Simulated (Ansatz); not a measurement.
## GeH5NO2, SMILES [NH2][GeH]([OH])[OH]: a rigid scan of one bond length, step by step

With Ansatz's Python interface.

The cells in order, each with its output:

**Cell 1**
```python
import ansatz as az
import numpy as np
```

**Cell 2**
```python
geometry_ang = [
    ("N", (-0.0857, 1.375, -0.7417)),
    ("Ge", (0.4321, -0.1019, 0.1641)),
    ("O", (-0.2608, -1.5578, -0.6408)),
    ("O", (-0.0639, -0.0128, 1.8542)),
    ("H", (0.1824, 1.3007, -1.7608)),
    ("H", (-1.1783, 1.4063, -0.7656)),
    ("H", (2.0112, -0.1586, 0.1513)),
    ("H", (0.1731, -2.2976, -0.1059)),
    ("H", (-1.1216, 0.0004, 1.828)),
]
molecule = az.Crystal.molecule()
for symbol, xyz in geometry_ang:
    molecule = molecule.atom(symbol, xyz)
```

**Cell 3**
```python
symbols = [site.symbol for site in molecule.cartesian_sites]
start = np.array([site.position_ang for site in molecule.cartesian_sites])
axis = (start[5] - start[0]) / np.linalg.norm(start[5] - start[0])
moving = [5]
lengths, energies = [0.93, 1.01, 1.09, 1.2, 1.37, 1.64, 1.97, 2.41], []
for length in lengths:
    xyz = start.copy()
    xyz[moving] += (length - np.linalg.norm(start[5] - start[0])) * axis
    point = az.Crystal.molecule()
    for symbol, xyz in zip(symbols, xyz):
        point = point.atom(symbol, xyz.tolist())
    job = (
        point.calculation()
        .basis(gaussian="def2-SVP")  # atom-centred Gaussian functions
        .functional("PBE0", dispersion="d4")  # level of theory
    )
    report = job.run().report
    energies.append(report["free_energy_ev"])
    print(f"r = {length:6.3f} A  E = {energies[-1]:.5f} eV  <S^2> = {abs(report['mean_field']['state']['spin_squared']):.3f}")
```
Output:
```text
r =  0.930 A  E = -62160.14888 eV  <S^2> = 0.000
r =  1.010 A  E = -62160.37453 eV  <S^2> = 0.000
r =  1.090 A  E = -62160.29125 eV  <S^2> = 0.000
r =  1.200 A  E = -62159.89460 eV  <S^2> = 0.000
r =  1.370 A  E = -62159.01223 eV  <S^2> = 0.000
r =  1.640 A  E = -62157.53803 eV  <S^2> = 0.000
r =  1.970 A  E = -62156.05051 eV  <S^2> = 0.000
r =  2.410 A  E = -62154.67817 eV  <S^2> = 0.000
```

**Cell 4**
```python
print("energy above the lowest point (eV):", [round(e - min(energies), 3) for e in energies])
```
Output:
```text
energy above the lowest point (eV): [0.226, 0.0, 0.083, 0.48, 1.362, 2.836, 4.324, 5.696]
```

Caveats:
- Total energies depend on the basis set; only differences at equal settings carry meaning.
- The rest of the molecule is held rigid at a force-field or estimated start geometry, and the basis set is modest; single-reference methods fail as a bond breaks.
- The orbitals are restricted, so S² is zero by construction.
- Toward dissociation an unrestricted state can lie under the restricted one, by tenths of an eV for polar bonds under a functional and by 1 to 2 eV or more for others.
- The whole script took 24 s on 1 thread of Arm Neoverse V2, with other jobs on the host, peak memory 0.27 GiB.

(Lines on the test bed's own set-up are left out of the output.)
